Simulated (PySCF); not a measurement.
# C4H13BGeO2: NMR shieldings

Wanted: NMR shieldings for C4H13BGeO2 (`BO[C@H](OC)[GeH2][CH2]C`).

Programs: PySCF 2.14.0, with routines of our own; each step states its level. All values are computed. Atoms count from 0.

## Step 1: The system as given

21 atoms, charge 0, multiplicity 1; geometry from: GFN2-xTB.

## Step 2: Optimising the geometry at PBE0-D3(BJ)/def2-SVP

The job: settings as JSON, then the geometry in Å.

```
{"job": {"xc": "PBE0", "basis": "def2-SVP", "d3": "d3bj", "grid": 1, "maxiter": 30, "shake": 0.01, "kind": "geom"}, "charge": 0, "multiplicity": 1}
B     -2.098190     1.941140    -0.658510
O     -1.100160     1.197470    -0.320120
C     -0.910080    -0.112680    -0.811700
O     -1.206280    -1.058590     0.149080
C     -2.626070    -1.172630     0.403200
Ge     1.088890    -0.306290    -0.936030
C      1.845200    -0.067830     0.882810
C      3.374210    -0.061920     0.926250
H     -2.929130     1.618600    -1.429580
H     -2.167590     3.016110    -0.138740
H     -1.487690    -0.257890    -1.714280
H     -3.165770    -1.405230    -0.497790
H     -3.049530    -0.226600     0.825280
H     -2.755320    -1.970750     1.140900
H      1.615650     0.707110    -1.903850
H      1.432160    -1.644300    -1.513120
H      1.442520    -0.850990     1.513240
H      1.441290     0.882020     1.282430
H      3.751700    -1.015170     0.553000
H      3.738260     0.745630     0.326910
H      3.694750     0.065080     1.943640
```

The run is started by

```
$ OMP_NUM_THREADS=1 python heavy_run.py task.json out
```

The driver reads the jobs from task.json and runs them one after another.

Standard output:

```text
step   0  E = -2411.39362322  max force = 0.038621
step   1  E = -2411.40473802  max force = 0.008877
step   2  E = -2411.40575760  max force = 0.007291
step   3  E = -2411.40608727  max force = 0.002215
step   4  E = -2411.40624076  max force = 0.001996
step   5  E = -2411.40631326  max force = 0.001903
step   6  E = -2411.40637062  max force = 0.001070
step   7  E = -2411.40641360  max force = 0.000843
step   8  E = -2411.40645072  max force = 0.001242
step   9  E = -2411.40647334  max force = 0.000826
step  10  E = -2411.40647821  max force = 0.000229
optimisation converged
```

It took 7 min on 1 thread of Arm Neoverse N1, shared host; peak memory 0.78 GiB.

Step by step:

| step | energy from step 0 (eV) | largest force component (eV/Å) |
| --- | --- | --- |
| 0 | 0.0000 | 1.9860 |
| 1 | -0.3024 | 0.4565 |
| 2 | -0.3302 | 0.3749 |
| 3 | -0.3392 | 0.1139 |
| 4 | -0.3433 | 0.1026 |
| 5 | -0.3453 | 0.0979 |
| 6 | -0.3469 | 0.0550 |
| 7 | -0.3480 | 0.0433 |
| 8 | -0.3491 | 0.0639 |
| 9 | -0.3497 | 0.0425 |
| 10 | -0.3498 | 0.0118 |

Distances of close pairs at the start and the end, largest changes first:

| bond | before (Å) | after (Å) | change (Å) |
| --- | --- | --- | --- |
| B0–O1 | 1.290 | 1.342 | +0.053 |
| Ge5–H14 | 1.497 | 1.545 | +0.048 |
| Ge5–H15 | 1.497 | 1.543 | +0.046 |
| O3–C4 | 1.447 | 1.404 | -0.042 |
| B0–H8 | 1.179 | 1.215 | +0.037 |
| C7–H19 | 1.070 | 1.102 | +0.032 |
| Ge5–C6 | 1.984 | 1.953 | -0.031 |
| C4–H11 | 1.076 | 1.106 | +0.031 |

The end geometry stands in the next job.

```csv
at the end point,value
point group (found at 0.08 Å tolerance),C1
"rotational constants (GHz, main isotopes)","2.179, 0.812, 0.738"
dipole moment (D),1.12
```

## Step 3: NMR shieldings: PBE/pcSseg-1 Ge:us-x2c-TZVPall-2c, spin–orbit

The job: settings as JSON, then the geometry in Å.

```
{"job": {"kind": "hnmr", "xc": "PBE", "basis": {"default": "pcSseg-1", "Ge": "us-x2c-TZVPall-2c"}, "rel": "so"}, "charge": 0, "multiplicity": 1}
B     -1.974505     2.113951    -0.758642
O     -1.208558     1.219253    -0.114656
C     -0.956459    -0.090266    -0.614750
O     -1.308707    -1.036637     0.322390
C     -2.687592    -1.154863     0.561744
Ge     0.996599    -0.293125    -0.902657
C      1.876480    -0.104987     0.830552
C      3.394350    -0.214954     0.782851
H     -2.512403     1.810298    -1.805022
H     -2.096908     3.202214    -0.248624
H     -1.545041    -0.215310    -1.548874
H     -3.245074    -1.319146    -0.379711
H     -3.095525    -0.259595     1.061678
H     -2.834317    -2.022854     1.217945
H      1.450024     0.802106    -1.892858
H      1.258469    -1.677785    -1.530462
H      1.437360    -0.873983     1.486066
H      1.557366     0.866595     1.241177
H      3.720839    -1.191749     0.391546
H      3.840466     0.559432     0.138671
H      3.839103    -0.100605     1.784455
```

With the program's defaults for keys left out, this is: PBE/pcSseg-1 Ge:us-x2c-TZVPall-2c GIAO NMR shielding, X2C with spin-orbit coupling, screened-nuclear two-electron part, Gaussian nuclei, gas phase.

Standard output:

```text
spin-free SCF
coarse grid: 75816 points
cycle   1  E = -2433.5754210452  dE =  5.314e-01  |g| = 1.122e+00  |ddm| = 4.105e+00
cycle   2  E = -2432.8632557153  dE =  7.122e-01  |g| = 2.217e+00  |ddm| = 2.730e+00
cycle   3  E = -2433.7529336734  dE = -8.897e-01  |g| = 3.840e-01  |ddm| = 2.209e+00
cycle   4  E = -2433.7788361877  dE = -2.590e-02  |g| = 1.136e-01  |ddm| = 3.187e-01
cycle   5  E = -2433.7804903953  dE = -1.654e-03  |g| = 5.650e-02  |ddm| = 1.227e-01
cycle   6  E = -2433.7810887642  dE = -5.984e-04  |g| = 1.815e-02  |ddm| = 5.337e-02
cycle   7  E = -2433.7811407120  dE = -5.195e-05  |g| = 4.059e-03  |ddm| = 1.445e-02
cycle   8  E = -2433.7811444774  dE = -3.765e-06  |g| = 1.361e-03  |ddm| = 4.653e-03
final grid: 161336 points
cycle   9  E = -2433.7811248687  dE =  8.357e-07  |g| = 2.745e-03  |ddm| = 5.039e-03
cycle  10  E = -2433.7811196953  dE =  5.173e-06  |g| = 5.819e-03  |ddm| = 6.032e-03
cycle  11  E = -2433.7811263090  dE = -6.614e-06  |g| = 6.231e-04  |ddm| = 4.130e-03
cycle  12  E = -2433.7811263805  dE = -7.150e-08  |g| = 5.906e-05  |ddm| = 4.871e-04
cycle  13  E = -2433.7811263814  dE = -8.718e-10  |g| = 1.944e-05  |ddm| = 7.303e-05
converged SCF energy = -2433.7811263814
two-component SCF
cycle   1  E = -2433.7444095996  dE = -2.434e+03  |FDS-SDF| = 5.396e+00
cycle   2  E = -2433.8226572223  dE = -7.825e-02  |FDS-SDF| = 5.630e-03
cycle   3  E = -2433.8226572990  dE = -7.670e-08  |FDS-SDF| = 6.876e-04
cycle   4  E = -2433.8226572863  dE =  1.278e-08  |FDS-SDF| = 5.123e-04
cycle   5  E = -2433.8226573151  dE = -2.886e-08  |FDS-SDF| = 4.402e-05
converged, E = -2433.8226573151

Field gradients (au) and densities at the nuclei (bohr^-3)
atom        Vxx        Vyy        Vzz        centre      nuclear mean
  0 B     -0.1472    -0.2977     0.4449         64.621         64.621
  1 O     -0.2809    -0.9834     1.2644        282.224        282.223
  2 C      0.0502     0.3799    -0.4301        114.381        114.381
  3 O     -0.1464    -1.8047     1.9511        282.177        282.177
  4 C     -0.1800    -0.2082     0.3883        114.347        114.347
  5 Ge     0.0415     0.3142    -0.3557      28316.515      28301.723
  6 C     -0.0115    -0.0476     0.0592        114.333        114.333
  7 C     -0.0342    -0.0353     0.0694        114.318        114.318
  8 H     -0.0932    -0.1000     0.1931          0.375          0.375
  9 H     -0.0949    -0.1067     0.2015          0.376          0.376
 10 H     -0.1197    -0.1371     0.2568          0.388          0.388
 11 H     -0.1248    -0.1490     0.2738          0.385          0.385
 12 H     -0.1297    -0.1483     0.2780          0.385          0.385
 13 H     -0.1352    -0.1550     0.2902          0.385          0.385
 14 H     -0.0653    -0.0669     0.1323          0.341          0.341
 15 H     -0.0659    -0.0675     0.1334          0.341          0.341
 16 H     -0.1408    -0.1490     0.2898          0.379          0.379
 17 H     -0.1405    -0.1490     0.2895          0.379          0.379
 18 H     -0.1419    -0.1483     0.2903          0.382          0.382
 19 H     -0.1420    -0.1484     0.2904          0.382          0.382
 20 H     -0.1430    -0.1482     0.2913          0.381          0.381
without picture change
  5 Ge                          -0.3658                     41249.594

Core orbital energies (eV)
atom   shell        mean    spread
  5 Ge 1s       -10949.760   0.000
  5 Ge 2s        -1370.878   0.000
  5 Ge 3s         -167.544   0.000
  5 Ge 4s          -16.108   0.000
  5 Ge 2p1/2     -1219.182   0.000
  5 Ge 2p3/2     -1187.716   0.008
  5 Ge 3p1/2      -117.557   0.000
  5 Ge 3p3/2      -113.329   0.024
  5 Ge 3d3/2       -28.865   0.024
  5 Ge 3d5/2       -28.317   0.057

Shielding tensors (ppm)
atom      isotropic    diamagn.    paramagn.     s11        s22        s33       span
  0 B        50.27      197.10     -146.83      18.76      38.49      93.55      74.79
  1 O        44.05      399.65     -355.60    -163.14      10.53     284.75     447.90
  2 C        62.20      245.46     -183.26      47.00      54.47      85.15      38.15
  3 O       250.48      400.03     -149.55     182.76     271.31     297.37     114.61
  4 C       122.34      243.81     -121.46      80.22     107.47     179.35      99.13
  5 Ge     1592.93     2654.26    -1061.33    1519.53    1581.66    1677.60     158.07
  6 C       174.44      249.98      -75.53     165.50     171.72     186.11      20.61
  7 C       168.10      242.37      -74.26     159.62     160.85     183.83      24.21
  8 H        25.78       30.82       -5.04      23.52      26.17      27.66       4.14
  9 H        25.91       30.43       -4.52      24.93      25.64      27.16       2.24
 10 H        25.83       32.41       -6.58      24.57      25.73      27.20       2.63
 11 H        28.47       28.31        0.17      24.94      25.83      34.64       9.70
 12 H        27.55       29.11       -1.56      23.30      25.54      33.82      10.52
 13 H        27.48       28.37       -0.90      23.56      25.22      33.66      10.10
 14 H        26.94       30.32       -3.38      20.69      22.82      37.30      16.61
 15 H        26.68       30.15       -3.48      20.47      22.46      37.10      16.63
 16 H        29.74       32.70       -2.96      23.47      30.24      35.52      12.06
 17 H        29.75       32.83       -3.07      23.63      30.03      35.60      11.96
 18 H        30.14       27.19        2.95      25.40      28.56      36.45      11.05
 19 H        30.15       27.36        2.79      25.40      28.58      36.47      11.07
 20 H        29.67       25.62        4.05      24.57      26.94      37.49      12.92
```

Wall time 2.8 min (1 thread of Arm Neoverse N1, shared host); peak memory 1.2 GiB.

Key values:

```
                       quantity       value
energy from spin-orbit coupling  -0.0415 Eh
```

## Step 4: NMR shieldings: PBE/pcSseg-1 Ge:us-x2c-TZVPall-2c, spin-free

The job, as its differences from that of step 3:

```diff
@@ -1,2 +1,2 @@
-{"job": {"kind": "hnmr", "xc": "PBE", "basis": {"default": "pcSseg-1", "Ge": "us-x2c-TZVPall-2c"}, "rel": "so"}, "charge": 0, "multiplicity": 1}
+{"job": {"kind": "hnmr", "xc": "PBE", "basis": {"default": "pcSseg-1", "Ge": "us-x2c-TZVPall-2c"}, "rel": "sf"}, "charge": 0, "multiplicity": 1}
 B     -1.974505     2.113951    -0.758642
```

With the program's defaults for keys left out, this is: PBE/pcSseg-1 Ge:us-x2c-TZVPall-2c GIAO NMR shielding, spin-free X2C, Gaussian nuclei, gas phase.

Standard output:

```text
spin-free SCF
coarse grid: 75816 points
cycle   1  E = -2433.5754210452  dE =  5.314e-01  |g| = 1.122e+00  |ddm| = 4.105e+00
cycle   2  E = -2432.8632557153  dE =  7.122e-01  |g| = 2.217e+00  |ddm| = 2.730e+00
cycle   3  E = -2433.7529336734  dE = -8.897e-01  |g| = 3.840e-01  |ddm| = 2.209e+00
cycle   4  E = -2433.7788361877  dE = -2.590e-02  |g| = 1.136e-01  |ddm| = 3.187e-01
cycle   5  E = -2433.7804903953  dE = -1.654e-03  |g| = 5.650e-02  |ddm| = 1.227e-01
cycle   6  E = -2433.7810887642  dE = -5.984e-04  |g| = 1.815e-02  |ddm| = 5.337e-02
cycle   7  E = -2433.7811407120  dE = -5.195e-05  |g| = 4.059e-03  |ddm| = 1.445e-02
cycle   8  E = -2433.7811444774  dE = -3.765e-06  |g| = 1.361e-03  |ddm| = 4.653e-03
final grid: 161336 points
cycle   9  E = -2433.7811248687  dE =  8.357e-07  |g| = 2.745e-03  |ddm| = 5.039e-03
cycle  10  E = -2433.7811196953  dE =  5.173e-06  |g| = 5.819e-03  |ddm| = 6.032e-03
cycle  11  E = -2433.7811263090  dE = -6.614e-06  |g| = 6.231e-04  |ddm| = 4.130e-03
cycle  12  E = -2433.7811263805  dE = -7.150e-08  |g| = 5.906e-05  |ddm| = 4.871e-04
cycle  13  E = -2433.7811263814  dE = -8.718e-10  |g| = 1.944e-05  |ddm| = 7.303e-05
converged SCF energy = -2433.7811263814
check of the scalar solution
cycle   1  E = -2433.7811263815  dE = -2.434e+03  |FDS-SDF| = 1.944e-05
cycle   2  E = -2433.7811263813  dE =  1.751e-10  |FDS-SDF| = 3.405e-05
converged, E = -2433.7811263813

Field gradients (au) and densities at the nuclei (bohr^-3)
atom        Vxx        Vyy        Vzz        centre      nuclear mean
  0 B     -0.1472    -0.2977     0.4449         64.621         64.621
  1 O     -0.2809    -0.9835     1.2643        282.224        282.223
  2 C      0.0502     0.3799    -0.4301        114.381        114.381
  3 O     -0.1464    -1.8047     1.9511        282.177        282.177
  4 C     -0.1800    -0.2082     0.3883        114.347        114.347
  5 Ge     0.0413     0.3142    -0.3555      28315.164      28300.371
  6 C     -0.0116    -0.0476     0.0591        114.333        114.333
  7 C     -0.0342    -0.0353     0.0694        114.318        114.318
  8 H     -0.0932    -0.1000     0.1931          0.375          0.375
  9 H     -0.0949    -0.1067     0.2015          0.376          0.376
 10 H     -0.1198    -0.1371     0.2568          0.388          0.388
 11 H     -0.1248    -0.1490     0.2738          0.385          0.385
 12 H     -0.1297    -0.1483     0.2780          0.385          0.385
 13 H     -0.1352    -0.1550     0.2902          0.385          0.385
 14 H     -0.0653    -0.0670     0.1323          0.341          0.341
 15 H     -0.0660    -0.0675     0.1334          0.341          0.341
 16 H     -0.1408    -0.1490     0.2898          0.379          0.379
 17 H     -0.1405    -0.1490     0.2895          0.379          0.379
 18 H     -0.1419    -0.1483     0.2903          0.382          0.382
 19 H     -0.1420    -0.1484     0.2904          0.382          0.382
 20 H     -0.1430    -0.1482     0.2913          0.381          0.381
without picture change
  5 Ge                          -0.3656                     41249.875

Core orbital energies (eV)
atom   shell        mean    spread
  5 Ge 1s       -10949.894   0.000
  5 Ge 2s        -1370.900   0.000
  5 Ge 3s         -167.545   0.000
  5 Ge 4s          -16.109   0.000
  5 Ge 2p        -1198.069   0.014
  5 Ge 3p         -114.718   0.040
  5 Ge 3d          -28.536   0.088

Shielding tensors (ppm)
atom      isotropic    diamagn.    paramagn.     s11        s22        s33       span
  0 B        49.96      197.06     -147.11      18.41      37.98      93.48      75.07
  1 O        43.18      399.54     -356.36    -163.74       9.43     283.85     447.59
  2 C        60.17      245.12     -184.95      45.57      51.99      82.96      37.39
  3 O       249.90      399.89     -149.99     182.02     270.65     297.03     115.01
  4 C       121.71      243.53     -121.83      79.53     106.73     178.85      99.33
  5 Ge     1406.27     2770.53    -1364.26    1333.92    1395.51    1489.37     155.44
  6 C       173.24      249.65      -76.40     164.58     171.10     184.05      19.47
  7 C       167.86      242.04      -74.18     159.63     160.55     183.40      23.77
  8 H        25.85       30.82       -4.98      23.57      26.17      27.80       4.23
  9 H        25.97       30.43       -4.46      24.98      25.68      27.24       2.26
 10 H        25.91       32.41       -6.50      24.67      25.79      27.26       2.58
 11 H        28.45       28.31        0.15      24.91      25.82      34.63       9.73
 12 H        27.53       29.12       -1.59      23.24      25.54      33.81      10.56
 13 H        27.46       28.38       -0.91      23.54      25.20      33.65      10.10
 14 H        27.05       30.39       -3.34      21.12      22.57      37.46      16.35
 15 H        26.80       30.23       -3.42      20.91      22.22      37.27      16.36
 16 H        29.81       32.70       -2.89      23.57      30.28      35.57      12.00
 17 H        29.82       32.82       -3.00      23.74      30.08      35.64      11.90
 18 H        30.13       27.18        2.95      25.40      28.54      36.45      11.05
 19 H        30.14       27.35        2.79      25.40      28.56      36.47      11.07
 20 H        29.70       25.63        4.07      24.59      27.01      37.49      12.89
```

Run time: 89 s. Hardware: 1 thread of Arm Neoverse N1, shared host; peak memory 1.1 GiB.

## Step 5: Shieldings side by side

| run | Ge5 | C2 | C6 | O1 | C4 | O3 | B0 | time |
| --- | --- | --- | --- | --- | --- | --- | --- | --- |
| step 3, PBE/pcSseg-1 Ge:us-x2c-TZVPall-2c, spin–orbit | 1592.9 | 62.2 | 174.4 | 44.0 | 122.3 | 250.5 | 50.3 | 2.8 min |
| step 4, PBE/pcSseg-1 Ge:us-x2c-TZVPall-2c, spin-free | 1406.3 | 60.2 | 173.2 | 43.2 | 121.7 | 249.9 | 50.0 | 89 s |

## Step 6: Summary of results

| quantity | value |
| --- | --- |
| point group | C1 |
| rotational constants (main isotopes) | 2.18, 0.81, 0.74 GHz |
| energy from spin-orbit coupling (step 3, PBE/pcSseg-1 Ge:us-x2c-TZVPall-2c, spin–orbit) | -0.0415 Eh |
| shieldings (step 3, PBE/pcSseg-1 Ge:us-x2c-TZVPall-2c, spin–orbit) | B0 50.3, O1 44.0, C2 62.2, O3 250.5, C4 122.3, Ge5 1592.9, C6 174.4, C7 168.1 ppm |
| shieldings (step 4, PBE/pcSseg-1 Ge:us-x2c-TZVPall-2c, spin-free) | B0 50.0, O1 43.2, C2 60.2, O3 249.9, C4 121.7, Ge5 1406.3, C6 173.2, C7 167.9 ppm |

Relaxing lowered the energy by 0.350 eV in 10 steps; the close pair that moved most is B0–O1, from 1.290 to 1.342 Å. In step 3, O1 has the widest tensor, 448 ppm. Ge5 moves most between the runs, by 187 ppm; the labels say what changes from run to run.
